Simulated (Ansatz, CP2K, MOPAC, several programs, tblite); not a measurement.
Many methods on one cell: NbP (I4_1md)

NbP (I4_1md) from a database structure, relaxed with r2SCAN in Ansatz, was computed with several methods. The symmetry is I4_1md (No. 109, tetragonal); conventional cell a = 3.338 Å, c = 11.464 Å, 15.97 Å³ an atom. Nb has 6 P at 2.54–2.55 Å; P has 6 Nb at 2.54–2.55 Å. Spin-unpolarised throughout; all numbers are computed.

```
CELL_PARAMETERS angstrom
-1.66918 1.66918 5.73202
1.66918 -1.66918 5.73202
1.66918 1.66918 -5.73202
ATOMIC_POSITIONS crystal
Nb 0.74982 0.74982 0.00000
Nb 0.49982 0.99982 0.50000
P 0.33281 0.33281 0.00000
P 0.08281 0.58281 0.50000
```

Gaps and times are for a single point on this cell; volume and bulk modulus come from each method's own relaxation or energy curve at fixed shape, which is too stiff where a cell has free coordinates or axes. Times are rough, from shared hosts (Intel Xeon 6975P-C), and each method has its own mesh and cell size. A double dagger marks a value from a curve with shape and coordinates held. PM6 (MOPAC), PM7 (MOPAC), GFN1-xTB (tblite) treat a cluster of cells at its zone centre, which samples few k points: where these miss a band edge, the gap comes out too large for that reason alone. Gaps from k meshes are read at a limited set of points (mesh, symmetry points, PBE's band edges), so each method's own least gap may be somewhat smaller. xTB and the PM methods were fitted mostly to molecules, and can miss a solid's gap by electronvolts. Minimal bases can be far off for gaps. d marks a direct gap, i an indirect one (no mark: not told apart), a dash a value that wasn't computed or didn't pass its checks.

```csv
method,kind,gap (eV),own volume (Å³/atom),bulk modulus (GPa),atoms computed,processor time
light PBE (260 eV and a coarse mesh),light plane-wave,overlap 0.16,16.13‡,186‡,4,1.2 s
PBE,semilocal,overlap 0.16,16.01,190‡,4,8.7 s
GFN1-xTB (tblite),tight binding,0.01,15.73‡,110‡,72,14 s
PM7 (MOPAC),semi-empirical,4.53,–,–,72,16 s
r2SCAN,semilocal,overlap 0.13,15.97,197‡,4,17 s
PBE/SZV (CP2K),small basis,overlap 0.27,16.88‡,176‡,4,72 s
PBE/DZVP (CP2K),small basis,overlap 0.18,16.04‡,189‡,4,3.1 min
PM6 (MOPAC),semi-empirical,3.11,–,–,72,3.2 min
```

Volumes against r2SCAN's: PBE +0.2 %.

Runs without a result: GFN2-xTB (tblite) (single point), PBE/single zeta (GPAW) (single point).

With PBE and r2SCAN the bands overlap or touch, or nearly. Semilocal functionals can close a real gap, so this doesn't show a metal; small gaps of other methods may in turn close between the points read or with spin-orbit coupling, and the solid may be a semimetal.

Spin-orbit coupling is left out.
